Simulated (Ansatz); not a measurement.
# CH5AlBF, SMILES C[B](F)[AlH2]: a short molecular-dynamics run

Program: the Ansatz DFT code, driven from Python.

`md_ch5albf.py`
```python
# -*- coding: utf-8 -*-
"""Molecular dynamics of one CH5AlBF molecule."""

from dataclasses import dataclass

import ansatz as az
import numpy as np


@dataclass(frozen=True)
class Options:
    basis_set: str = "6-31G*"
    functional: str = "blyp"
    n_steps: int = 20
    temperature_k: int = 500


opts = Options()

GEOMETRY = """
C     0.27690    1.14390   -0.70450
B     0.54940   -0.30160   -0.27030
F     1.68560   -0.97350   -0.80490
Al   -0.61480   -1.26660    1.05750
H    -0.76320    1.21290   -1.22660
H     0.21980    1.86640    0.17300
H     1.02870    1.54530   -1.42470
H    -0.32010   -2.75720    1.50160
H    -1.97370   -0.51590    1.68180
"""


def main():
    geometry = az.Crystal.molecule()
    for line in GEOMETRY.strip().splitlines():
        symbol, *xyz = line.split()
        geometry = geometry.atom(symbol, [float(v) for v in xyz])

    calculation = (
        geometry.calculation()
        .basis(gaussian=opts.basis_set)
        .functional(opts.functional)
        .accuracy("medium")
        .md("nve", timestep=0.5, steps=opts.n_steps, temperature=opts.temperature_k, initial_velocities="maxwell_boltzmann", seed=58)
    )
    frames = []
    calculation.session().plan().execute(on_event=lambda e: frames.append(e["data"]) if e["event"] == "md_step" else None)
    print("t (fs)   E_pot (eV)      E_kin (eV)   T (K)   d(0-1) (A)")
    for f in frames[::3]:
        xyz = np.array(f["positions_ang"])
        print(f"{f['time_fs']:6.2f} {f['lagrangian_ev']:14.5f} {f['e_kin_ev']:10.5f} {f['temperature_k']:8.1f} {np.linalg.norm(xyz[0] - xyz[1]):9.4f}")
    kept = np.array([f["conserved_ev"] for f in frames])
    print(f"conserved energy moves by at most {1000 * np.ptp(kept):.3f} meV")
    symbols = [site.symbol for site in geometry.cartesian_sites]
    with open("last_frame.xyz", "w") as handle:
        handle.write(f"{len(symbols)}\nt = {frames[-1]['time_fs']} fs\n")
        handle.writelines("{:2s} {:10.5f} {:10.5f} {:10.5f}\n".format(s, *xyz) for s, xyz in zip(symbols, frames[-1]["positions_ang"]))


if __name__ == "__main__":
    main()
```

```console
$ python md_ch5albf.py
t (fs)   E_pot (eV)      E_kin (eV)   T (K)   d(0-1) (A)
  0.00   -11106.75336    0.45241    500.0    1.5337
  1.50   -11106.66064    0.35974    397.6    1.5370
  3.00   -11106.55053    0.25053    276.9    1.5443
  4.50   -11106.54476    0.24510    270.9    1.5534
  6.00   -11106.66986    0.36866    407.4    1.5621
  7.50   -11106.75827    0.45727    505.4    1.5694
  9.00   -11106.79769    0.49680    549.1    1.5752
conserved energy moves by at most 1.873 meV
```

It writes `last_frame.xyz`:
```text
9
t = 10.0 fs
C     0.31986    1.17265   -0.73823
B     0.56004   -0.33007   -0.31878
F     1.67588   -0.93733   -0.80507
Al   -0.62129   -1.28839    1.10097
H    -0.75776    1.23158   -1.24159
H     0.11339    1.76871    0.16605
H     1.04486    1.61944   -1.43881
H    -0.60167   -2.92225    1.46903
H    -1.87624   -0.48153    1.51185
```

These settings explore the input space; basis and method may be short of convergence. The trajectory is only some femtoseconds long, so its temperature is not equilibrated; where the script doesn't relax first, it starts from a rough generated geometry. The temperature counts the internal degrees of freedom alone. Wall time of the script: 28 s on 1 thread of Intel(R) Xeon(R) 6975P-C (Granite Rapids) (shared host), peak memory 0.2 GiB.

(A comment or docstring line of the script was reworded after the run, the code is as it ran; lines on the test bed's own set-up are left out of the output.)
